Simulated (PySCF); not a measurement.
# Accurate constants of SnO, step by step

The task here is to estimate one member of a computed series from the others.

The runs use PySCF 2.14.0; CCSD(T) on RHF, scalar-relativistic core potentials.

The first run:

| Property | Result |
| --- | --- |
| molecule | SnO |
| state | singlet, unpaired electrons none |
| smaller basis | Sn cc-pwCVDZ-PP with ECP28, O aug-cc-pVDZ |
| larger basis | Sn cc-pwCVTZ-PP with ECP28, O aug-cc-pVTZ |
| frozen core orbitals | 5 |
| extrapolation | correlation as n⁻³ (n = 2, 3), Hartree–Fock as (n+1)·exp(−9√n) |
| corrections | core–valence correlation |
| distances (Å) | 1.6137, 1.6871, 1.7604, 1.8338, 1.9071, 1.9988, 2.0905 |
| masses (u) | 119.9022, 15.9949 |
| dissociation limit | Sn + O |

Launch:

```console
> OMP_NUM_THREADS=4 python comp.py task.json out
```

One table of the session follows, with a row left open; its other results are not shown here.

Parts of the energy along the bond, in eV from Sn + O:

```
 R (Å)  HF/CBS  CCSD corr.      (T)  core–valence
1.6137  -0.879      -3.217  -0.4130       -0.0171
1.6871  -1.557      -3.273  -0.4539       -0.0140
1.7604  -1.810      -3.347  -0.5011       -0.0115
1.8338  -1.767      -3.433  -0.5550       -0.0097
1.9071       ?           ?        ?             ?
1.9988  -1.025      -3.652  -0.7003       -0.0071
2.0905  -0.409      -3.778  -0.7951       -0.0065
```

**Question.** Estimate the row for R (Å) = 1.9071.

Worked estimate for «HF/CBS». A straight line through the neighbours (1.8338, -1.767) and (1.9988, -1.025) gives -1.767 + (-1.025 + 1.767) × (1.9071 − 1.8338) / (1.9988 − 1.8338) = -1.437; a parabola fitted to 4 rows on both sides gives -1.512.

**Answer.** HF/CBS: -1.520; CCSD corr.: -3.527; (T): -0.6154; core–valence: -0.0083. In «HF/CBS» the line misses by +0.083 and the parabola by +0.008.

Limits of these values: Spin–orbit coupling and excitations beyond (T) are left out. An extrapolation from double and triple zeta is rough, so this isn't yet the limit.
